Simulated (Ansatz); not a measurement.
# LiPtSe2: the cost of one run

Computed with Ansatz 0.2.0 (DFT PBE, scalar-relativistic, plane waves, PAW, unless a step's input says otherwise).

## 1. The starting structure

The structure is hexagonal, space group P6_3/mmc (No. 194). Conventional cell: a = 3.724 Å, b = 3.724 Å, c = 9.462 Å, α = 90.00°, β = 90.00°, γ = 120.00°. Li (site symmetry -6m2) has 2 Pt at 2.37 Å and 6 Se at 2.42 Å in its first shell of neighbours. Around Pt (site symmetry -3m) lie 2 Li at 2.37 Å and 6 Se at 2.49 Å. Se (site symmetry 3m) has 1 Se at 2.20 Å and 3 Li at 2.42 Å and 3 Pt at 2.49 Å in its first shell of neighbours.

Coordinates:

```
Li Pt Se
1.0
     3.72400    0.00000    0.00000
    -1.86200    3.22508    0.00000
     0.00000    0.00000    9.46200
Li Pt Se
2 2 4
Direct
  0.00000 0.00000 0.25000
  0.00000 0.00000 0.75000
  0.00000 0.00000 0.00000
  0.00000 0.00000 0.50000
  0.33333 0.66667 0.13375
  0.66667 0.33333 0.86625
  0.66667 0.33333 0.63375
  0.33333 0.66667 0.36625
```

A structure generator made this guess: Li between sheets of the PtSe2 type, stage 1 (P6_3/mmc, No. 194). Lengths come from tabulated atomic sizes and are only a guess.

## 2. A first look at the guess

Contents of input.yaml:

```yaml
crystal:
  lattice:
    - [3.72400067, 0.0, 0.0]
    - [-1.86200034, 3.22507919, 0.0]
    - [0.0, 0.0, 9.4619998]
  atoms:
    - { symbol: Li, position: [0.0, 0.0, 0.25] }
    - { symbol: Li, position: [0.0, 0.0, 0.75] }
    - { symbol: Pt, position: [0.0, 0.0, 0.0] }
    - { symbol: Pt, position: [0.0, 0.0, 0.5] }
    - { symbol: Se, position: [0.33333333, 0.66666667, 0.13374551] }
    - { symbol: Se, position: [0.66666667, 0.33333333, 0.86625449] }
    - { symbol: Se, position: [0.66666667, 0.33333333, 0.63374551] }
    - { symbol: Se, position: [0.33333333, 0.66666667, 0.36625449] }
basis:
  ecutwfc: 420
kpoints:
  mp_grid: { grid: [6, 6, 2] }
hamiltonian:
  xc: pbe
scf:
  occupations: { method: gaussian, width: 0.1 }
  lower_state_search: "off"
output:
  forces: true
  stress: true
  eigenvalues: true
```

Launch:

```console
$ ansatz run input.yaml --threads 1 --pin off --max-ram 2560MiB --backend cpu --events-out ev --progress --plain --runs-dir out
```

**Question.** How long does this run take on 1 thread of Arm Neoverse N1, shared host, and how much memory does it need?

About 11 s, with a peak of 0.41 GiB.
